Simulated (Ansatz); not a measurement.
**SiGeHO (quartet): wave-function methods side by side at a displaced geometry (v2), cc-pVDZ**

An exercise on one series of results from a longer session: the logs are not shown, and one member is left open.

The runs use Ansatz 0.2.0, Gaussian basis; cc-pVDZ, core rule «outside noble gas», up to 20 orbitals frozen.

Plan: UHF; CCSD(T) on ROHF; CCSD(T) on UHF; BCCD(T) on ROHF; CISD as a restricted active space (open shells left free, so some higher excitations enter); CCSDT(Q) on ROHF; CCSDT(Q) on UHF.

24 further runs of the same task are left out: 12 that didn't finish, 12 set aside as unsound or not needed. Runs told in other sessions of the task aren't counted.

## What is computed

The geometry is a PBE0/def2-TZVP stationary point (not a proven minimum) with its atoms shifted at random (size 0.100 Å). No spin-orbit coupling is included. The filled d shell of Ge may be among the frozen orbitals whatever the setting's name suggests.

4 atoms, charge 0, spin multiplicity 4.

Atoms are counted from 1 here; the program's logs count them from 0.

Bond lengths: Ge1–O2 1.772 Å, Ge1–H4 1.493 Å, O2–Si3 1.641 Å. Angles: O2–Ge1–H4 116.9°, Ge1–O2–Si3 150.8°.

The first run:

File in.yaml:

```yaml
crystal:
  periodic: [false, false, false]
  atoms:
    - {symbol: Ge, position_ang: [0.043503, 0.010125, 1.018657]}
    - {symbol: O, position_ang: [-0.121371, -0.346078, -0.709360]}
    - {symbol: Si, position_ang: [-0.044751, 0.118962, -2.281346]}
    - {symbol: H, position_ang: [0.038358, 1.448927, 1.415617]}
basis:
  gaussian: {orbitals: cc-pVDZ}
magnetization: {spin_polarized: true, initial_magnetization: 3}
hamiltonian: {xc: hf}
output: {orbitals: {seedname: orbitals}}
```

Run with:

```bash
$ ansatz run in.yaml --threads 1 --pin off --events-out ev --progress --plain --max-ram 2393MiB
```

Steps of the session up to this table: UHF; CCSD(T) on ROHF; CCSD(T) on UHF; BCCD(T) on ROHF; CISD as a restricted active space (open shells left free, so some higher excitations enter); CCSDT(Q) on ROHF; CCSDT(Q) on UHF.

One table of the session follows, with a row left open; its other results are not shown here.

| method | from UCCSDT(Q) (meV) |
| --- | --- |
| ROHF | +9495.0 |
| UHF | +9314.8 |
| RMP2 | +1082.0 |
| UMP2 | +1080.4 |
| RCCSD | +348.4 |
| UCCSD | +334.2 |
| RCCSD(T) | +70.7 |
| UCCSD(T) | +60.5 |
| BCCD(T) | +64.3 |
| RCCSDT | ? |
| UCCSDT | +30.9 |
| RCCSDT(Q) | +15.9 |
| UCCSDT(Q) | 0 |

Estimate the missing values for RCCSDT.

**Answer.** from UCCSDT(Q) (meV): +41.3. In the column «from UCCSDT(Q) (meV)» it lies between UCCSDT (+30.9) and UCCSD(T) (+60.5).

Not comparable, so not listed: CISD as a restricted active space (open shells left free, so some higher excitations enter) (they don't share determinant, frozen orbitals or solution with the rows shown, or repeat one).

Caveats from the session: Restricted and unrestricted rows rest on different reference determinants; a gap between their highest levels can come from leftover correlation error, from unlike frozen cores or from another state.
